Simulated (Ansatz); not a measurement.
HfIn4SiO6:

```
Hf In Si O
1.0
     5.69867    0.00381    0.01559
    -0.70506    6.10815   -0.00575
    -2.73718   -1.39557    6.63076
Hf In Si O
1 4 1 6
Direct
  0.11793 0.01556 0.13292
  0.38842 0.99901 0.72891
  0.75865 0.00842 0.49586
  0.23461 0.48841 0.53300
  0.59649 0.48211 0.20528
  0.86778 0.44029 0.85544
  0.55316 0.38738 0.79290
  0.93454 0.38483 0.65596
  0.98414 0.26218 0.00347
  0.99083 0.69806 0.98452
  0.08665 0.06493 0.39374
  0.48680 0.10883 0.21799
```

The cell was built by a generator and needn't be a form met in nature.

```yaml
Program: Ansatz 0.2.0
Task: single point
Functional: PBE
Potentials_or_basis: Ansatz PAW
Cutoff: "420 eV (not typed: the program's choice for these potentials)"
k_mesh: 5 × 5 × 4
Occupations: fermi-dirac, width 0.05 eV
Spin: no spin polarisation
```

On this cell: pressure 0.0 GPa; largest force 0.006 eV/Å; band gap on the k mesh 0.89 eV, indirect (least direct gap 1.17 eV).

The same run follows on a disturbed copy (atoms moved at random, drawn with an rms of 0.05 Å):

```
CELL_PARAMETERS angstrom
5.69867 0.00381 0.01559
-0.70506 6.10815 -0.00575
-2.73718 -1.39557 6.63076
ATOMIC_POSITIONS crystal
Hf 0.12287 0.00913 0.14169
In 0.38624 0.01360 0.72810
In 0.75398 0.00837 0.49130
In 0.23593 0.49030 0.53565
In 0.59137 0.48337 0.20264
Si 0.86161 0.44176 0.85785
O 0.54610 0.38744 0.78415
O 0.93284 0.39302 0.65663
O 0.98608 0.26367 0.99616
O 0.99062 0.69058 0.98072
O 0.08405 0.07013 0.40080
O 0.48645 0.11123 0.21932
```

**Question.** What changes?

**Answer.** The energy moves by +22.2 meV/atom; pressure 0.3 GPa; largest force 2.432 eV/Å; band gap on the k mesh 0.97 eV, indirect (least direct gap 1.32 eV).

Forces on the atoms (eV/Å):
```
Hf  -0.619  1.007 -1.081
In  -0.021 -0.484  0.082
In  -0.095  0.027  0.468
In  -0.293  0.350 -0.173
In  -0.068  0.051  0.121
Si   0.970 -0.830 -1.648
O   -0.052  0.028  0.379
O   -0.219 -0.222 -0.070
O    0.168 -1.770  1.145
O   -0.061  1.986  1.402
O    0.435 -0.055 -0.520
O   -0.144 -0.088 -0.107
```

Stress tensor (GPa, compression positive):
```
0.10 0.39 0.32
0.39 0.31 0.45
0.32 0.45 0.40
```

Caveats: odd divisions of the mesh miss points on the zone boundary, where band edges often lie, so the gap on the mesh can be too wide; spin-orbit coupling is left out, which moves the levels of the heavy elements.

A k mesh can miss the band edges.
